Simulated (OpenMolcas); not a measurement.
# Sm²⁺ among point charges: CASSCF levels and susceptibility

How does a field of 8 point charges split the states of Sm²⁺, and what χT follows?

The numbers are computed with OpenMolcas 26.06 (state-averaged CASSCF, spin-orbit coupling by RASSI with atomic mean-field integrals), except any that are marked as measured or tabulated.

**1. The system**

- Species: Sm²⁺ (samarium, Z = 62, 60 electrons)
- Basis: ANO-RCC-VDZP [7s6p4d2f1g], 68 functions
- Scalar Hamiltonian: DKH2, point nucleus
- Inactive shells: 1s 2s 2p 3s 3p 3d 4s 4p 4d 5s 5p
- Active space: 6 electrons in 7 orbitals (4f)
- Some configurations of this space: 4f6
- Orbitals: optimised for the highest spin of each parity, averaged over all roots

The outer shells:

4f6
```
4f [↑ ][↑ ][↑ ][↑ ][↑ ][↑ ][  ]
```

The ion sits among 8 point charges of -2 e arranged as a cube (Oh), 2.72 Å from the ion.

Each step is its own input file, run in one work folder so that later steps find the files of earlier ones. Labels, J, g values, rates, χT and fits are worked out afterwards by a script from the matrices that RASSI stores. The input lists half of the charges; inversion (Group=XYZ) makes the rest.

**2. One- and two-electron integrals**

Contents of a.inp:

```
&GATEWAY
Coord
1

Sm 0.0 0.0 0.0
Basis=ANO-RCC-VDZP
Group=XYZ
NoMove
AngMom=0.0 0.0 0.0
AMFI
XField
4 Angstrom 0
1.570393 1.570393 1.570393 -2.000000
1.570393 1.570393 -1.570393 -2.000000
1.570393 -1.570393 1.570393 -2.000000
1.570393 -1.570393 -1.570393 -2.000000
&SEWARD
```

**3. Reference wave functions, septets of even parity, 7 roots**

Contents of a.inp:

```
&RASSCF
FileOrb=start.orb
Symmetry=1
Spin=7
nActEl=6 0 0
Inactive=15 12
Ras2=0 7
CIRoot=7 7 1
SDav=7
CIMx=300
Iter=120 100
PrWF=0.3
OrbListing=Nothing
MaxOrb=0
>>> COPY $Project.JobIph JOB001
```

start.orb holds the contracted functions of the basis, ordered by shell, or the orbitals of the step before.

**4. CASSCF: quintets of even parity, 140 roots**

Contents of a.inp:

```
&RASSCF
FileOrb=start.orb
Symmetry=1
Spin=5
nActEl=6 0 0
Inactive=15 12
Ras2=0 7
CIRoot=140 140 1
SDav=140
CIMx=300
Iter=120 100
PrWF=0.3
OrbListing=Nothing
MaxOrb=0
CIOnly
>>> COPY $Project.JobIph JOB002
```

**5. Reference wave functions, triplets of even parity, 162 roots**

Contents of a.inp:

```
&RASSCF
FileOrb=start.orb
Symmetry=1
Spin=3
nActEl=6 0 0
Inactive=15 12
Ras2=0 7
CIRoot=162 162 1
SDav=588
CIMx=300
Iter=120 100
PrWF=0.3
OrbListing=Nothing
MaxOrb=0
CIOnly
>>> COPY $Project.JobIph JOB003
```

**6. CASSCF: singlets of even parity, 162 roots**

Contents of a.inp:

```
&RASSCF
FileOrb=start.orb
Symmetry=1
Spin=1
nActEl=6 0 0
Inactive=15 12
Ras2=0 7
CIRoot=162 162 1
SDav=490
CIMx=300
Iter=120 100
PrWF=0.3
OrbListing=Nothing
MaxOrb=0
CIOnly
>>> COPY $Project.JobIph JOB004
```

**7. State interaction with spin-orbit coupling**

Contents of a.inp:

```
&RASSI
NrOfJobIphs=3 7 86 75
1 2 3 4 5 6 7
1 2 3 4 5 6 7 8 9 10 11 12 13 14 15 16 17 18 19 20 21 22 23 24 25 26 27
28 29 30 31 32 33 34 35 36 37 38 39 40 41 42 43 44 45 46 47 48 49 50 51
52 53 54 55 56 57 58 59 60 61 62 63 64 65 66 67 68 69 70 71 72 73 74 75
76 77 78 79 80 81 82 83 84 85 86
1 2 3 4 5 6 7 8 9 10 11 12 13 14 15 16 17 18 19 20 21 22 23 24 25 26 27
28 29 30 31 32 33 34 35 36 37 38 39 40 41 42 43 44 45 46 47 48 49 50 51
52 53 54 55 56 57 58 59 60 61 62 63 64 65 66 67 68 69 70 71 72 73 74 75
IphNames
JOB001
JOB002
JOB003
EJob
SpinOrbit
DIPRint=1.0
SOCoupling=1000.0
Subsets=2
Property=9
'ANGMOM' 1 'ANGMOM' 2 'ANGMOM' 3 'MLTPL  1' 1 'MLTPL  1' 2 'MLTPL  1' 3
'AMFI' 1 'AMFI' 2 'AMFI' 3
SOProperty=3
'ANGMOM' 1 'ANGMOM' 2 'ANGMOM' 3
```

What does the calculation give? Wanted: spin-free ground state; first state of the same spin within the active space; lowest level; next level.

**Answer**, as computed:

```
                                            quantity                            value
                                              method                           CASSCF
                              spin-free ground state  7A2, 1-fold in its orbital part
first state of the same spin within the active space                  7T2 at 425 cm⁻¹
                                        lowest level                        1-fold A1
                                          next level                       273.0 cm⁻¹
                                         χT at 300 K                   1.55 cm³ K/mol
                           effective moment at 300 K                          3.52 μB
```

In words: The spin-free ground state (7A2) comes to 100 % from free-ion F terms and keeps the highest spin of the shell. The quintets, triplets, singlets rest on orbitals optimised for another spin in at least one step, which raises them against the optimised states. Not all states of the active space went into the spin-orbit step. High states of lower spin are left out of the spin-orbit mixing, and CASSCF puts spin-flip levels too high. This is an electrostatic model: the charges have no orbitals.
